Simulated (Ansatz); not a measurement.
The system is Ba2Tl5V3O12.

```
Ba V Tl O
1.0
     8.15421    0.00000    0.00000
    -4.07711    7.06176    0.00000
     0.00000    0.00000    6.92128
Ba V Tl O
2 3 5 12
Direct
  0.00000 0.00000 0.23552
  0.00000 0.00000 0.76448
  0.50000 0.00000 0.00000
  0.00000 0.50000 0.00000
  0.50000 0.50000 0.00000
  0.50000 0.00000 0.50000
  0.00000 0.50000 0.50000
  0.50000 0.50000 0.50000
  0.33333 0.66667 0.22489
  0.66667 0.33333 0.77511
  0.33890 0.34334 0.81444
  0.65666 0.99556 0.81444
  0.00444 0.66110 0.81444
  0.34334 0.33890 0.18556
  0.99556 0.65666 0.18556
  0.66110 0.00444 0.18556
  0.66110 0.65666 0.18556
  0.34334 0.00444 0.18556
  0.99556 0.33890 0.18556
  0.65666 0.66110 0.81444
  0.00444 0.34334 0.81444
  0.33890 0.99556 0.81444
```

The cell was built by a generator and needn't be a form met in nature.

Base run:

| Property | Result |
| --- | --- |
| Program | Ansatz 0.2.0 |
| Functional | PBEsol |
| Potentials or basis | all-electron LAPW, scalar-relativistic |
| Cutoff | 422 eV |
| Density cutoff | 1686 eV |
| Basis error allowed | 0.003 eV/atom |
| k mesh | 3 × 3 × 3 |
| Occupations | fermi-dirac, width 0.05 eV |
| Spin | collinear spin, ferromagnetic start |
| Starting moments | [0.0, 0.0, 2.0, 2.0, 2.0, 0.0, 0.0, 0.0, 0.0, 0.0, 0.0, 0.0, 0.0, 0.0, 0.0, 0.0, 0.0, 0.0, 0.0, 0.0, 0.0, 0.0] μB |

Its results: band gap on the k mesh none (metal or under the smearing width); pressure -3.9 GPa; net moment 0.00 μB per cell; largest force 0.226 eV/Å.

Q: The run is repeated on the same cell with these changes: functional from PBEsol to revPBE. What comes out?

A: Band gap on the k mesh none (metal or under the smearing width); pressure 2.3 GPa; net moment 0.00 μB per cell; largest force 0.105 eV/Å.

revPBE binds less tightly than PBEsol, so the same cell stands under more pressure.

Caveats: the k mesh is thin for a metal, which can move the energy by tens of meV per atom; semilocal functionals often make such compounds metallic where correlation or magnetic order opens a gap, which also shifts bond lengths.

Not every run made on this cell is shown here.
